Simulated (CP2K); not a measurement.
Runs of CP2K 2026.2 on Ta3AsAu2O13. The structure is trigonal, space group R3m (No. 160). Conventional cell: a = 10.485 Å, b = 10.485 Å, c = 12.428 Å, α = 90.00°, β = 90.00°, γ = 120.00°. Ta (site symmetry m) has 4 O at 1.82 to 1.95 Å as nearest neighbours. Around As (site symmetry 3m) lie 3 O at 1.76 Å. Around Au (site symmetry 3m) lie 3 O at 2.21 Å. Around Au (site symmetry 3m) lie 1 As at 2.39 Å and 1 Au at 2.67 Å. Around O (site symmetry m) lie 1 As at 1.76 Å and 1 Ta at 1.93 Å. Around O (site symmetry 1) lie 1 O at 1.44 Å. O (site symmetry m) is surrounded by 1 Ta at 1.82 Å. Around O (site symmetry 3m) lie 3 Ta at 2.11 Å. The cell was built by a generator and needn't be a form met in nature.

```tsv
task	level	smearing	EPS_DEFAULT	NGRIDS	points a segment of the path (NPOINTS)	bands added on the path	CUTOFF of the grids	gap on the mesh (eV)	pressure (GPa)	largest force (eV/Å)
band structure	PBE	fermi-dirac 0.1 eV	1.0E-9	5	8	4	600 Ry	1.10	-0.4	0.81
single point	PBE	fermi-dirac 0.05 eV	1.0E-10	4	-	-	600 Ry	1.09	-0.4	0.80
single point	PBE	fermi-dirac 0.05 eV	1.0E-10	4	-	-	900 Ry	1.09	-0.4	0.86
band structure	PBE	fermi-dirac 0.1 eV	1.0E-10	5	10	2	600 Ry	1.10	-0.4	0.81
single point	PBE+D3(BJ)	fermi-dirac 0.05 eV	1.0E-10	4	-	-	600 Ry	1.09	-1.4	(a)
```

Alike in all rows: potentials or basis GTH_POTENTIALS Ta GTH-PBE-q13, As GTH-PBE-q5, Au GTH-PBE-q11, O GTH-PBE-q6; DZVP-MOLOPT-SR-GTH basis; no spin polarisation; cell as given; k mesh 3 × 3 × 3.

Question: Fill in the values left out.

Answer: (a) 0.82.

Caveats: spin-orbit coupling is left out, which moves the levels of the heavy elements; the basis of atomic orbitals isn't converged, which shifts pressures, moduli and gaps; an odd mesh through Γ misses points on the zone boundary, where band edges often lie (some runs).

A k mesh can miss the band edges, and the runs leave out spin-orbit coupling on As, Au, Ta.
